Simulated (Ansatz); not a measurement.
The system is LiBe.

```
Be Li
1.0
     2.81115    0.00000    0.00000
     0.00000    2.81115    0.00000
     0.00000    0.00000    2.81115
Be Li
1 1
Cartesian
  1.4056 1.4056 1.4056
  0.0000 0.0000 0.0000
```

The cell comes from a database or a generator and needn't be the stable form of this composition.

Program: Ansatz 0.2.0. Alike in all runs: potentials or basis all-electron LAPW, scalar-relativistic; no spin polarisation; cell as given; k mesh 9 × 9 × 9; basis error allowed 0.001 eV/atom.

Task: Order these runs on this cell by their pressure, lowest first.
A. level PBEsol; cutoff (eV) 117; smearing fermi-dirac 0.05 eV
B. level LDA; cutoff (eV) 118; smearing gaussian 0.02 eV
C. level RPBE; cutoff (eV) 117; smearing methfessel-paxton 0.1 eV

Result: B (-2.6 GPa), A (-0.3 GPa), C (2.2 GPa).

Not every run made on this cell is shown here.
